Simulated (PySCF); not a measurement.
**CdSb+: from the state search to spectroscopic constants**

An exercise on one series of results from a longer session: the logs are not shown, and one member is left open.

The runs use PySCF 2.14.0; Cd def2-SVP with ECP28, Sb def2-SVP with ECP28, scalar-relativistic core potentials.

Set-up of the first run:

The job is set up so:

```
atoms                         : Cd, Sb
charge                        : 1
basis                         : Cd def2-SVP with ECP28, Sb def2-SVP with ECP28
Hamiltonian                   : scalar-relativistic core potentials
basis functions               : 57
electrons treated             : 42
masses in u                   : 113.9034, 120.9038
levels                        : PBE0, PBE, r²SCAN, revPBE, BHandHLYP, BP86, HF
grid                          : 80 radial by 434 angular points
occupations                   : held fixed by the projection of orbital angular momentum
dissociation limit            : Cd + Sb+, each in its ground configuration
starting distance in angstrom : 2.865
values of 2S to try           : 0, 2
```

Among the steps run: Set-up; The PBE0 curve of the state that the search chose; Other states along the same grid; PBE; r²SCAN (meta-GGA); revPBE (GGA); BHandHLYP; BP86; ROHF (mean field).

One table of the session follows, with a row left open; its other results are not shown here.

Energy (eV) from each level's lowest point:

| R (Å) | ROHF | PBE | revPBE | BP86 | r²SCAN |
| --- | --- | --- | --- | --- | --- |
| 2.405 | 0.820 | 0.623 | 0.683 | 0.617 | 0.547 |
| 2.516 | 0.393 | 0.272 | 0.313 | 0.269 | 0.220 |
| 2.628 | 0.149 | 0.086 | 0.109 | 0.085 | 0.055 |
| 2.712 | 0.051 | 0.021 | 0.031 | 0.020 | 0.005 |
| 2.796 | ? | ? | ? | ? | ? |
| 2.880 | 0.000 | 0.012 | 0.002 | 0.012 | 0.027 |
| 2.992 | 0.036 | 0.063 | 0.041 | 0.063 | 0.096 |
| 3.131 | 0.126 | 0.160 | 0.125 | 0.159 | 0.214 |
| 3.299 | 0.271 | 0.300 | 0.251 | 0.299 | 0.375 |
| 3.523 | 0.485 | 0.493 | 0.427 | 0.491 | 0.585 |

Q: Estimate the row for R (Å) = 2.796 from the others.

Worked estimate for «ROHF». A straight line through the neighbours (2.712, 0.051) and (2.880, 0.000) gives 0.051 + (0.000 − 0.051) × (2.796 − 2.712) / (2.880 − 2.712) = 0.026; a parabola fitted to 4 rows on both sides gives 0.007.

**Answer.** ROHF: 0.006; PBE: 0.000; revPBE: 0.000; BP86: 0.000; r²SCAN: 0.000. In «ROHF» the line misses by +0.020 and the parabola by +0.001.

State 3 has its PBE0 minimum 1.31 eV higher. State 4 has its PBE0 minimum 1.38 eV higher. The other levels ran on the lowest alone.
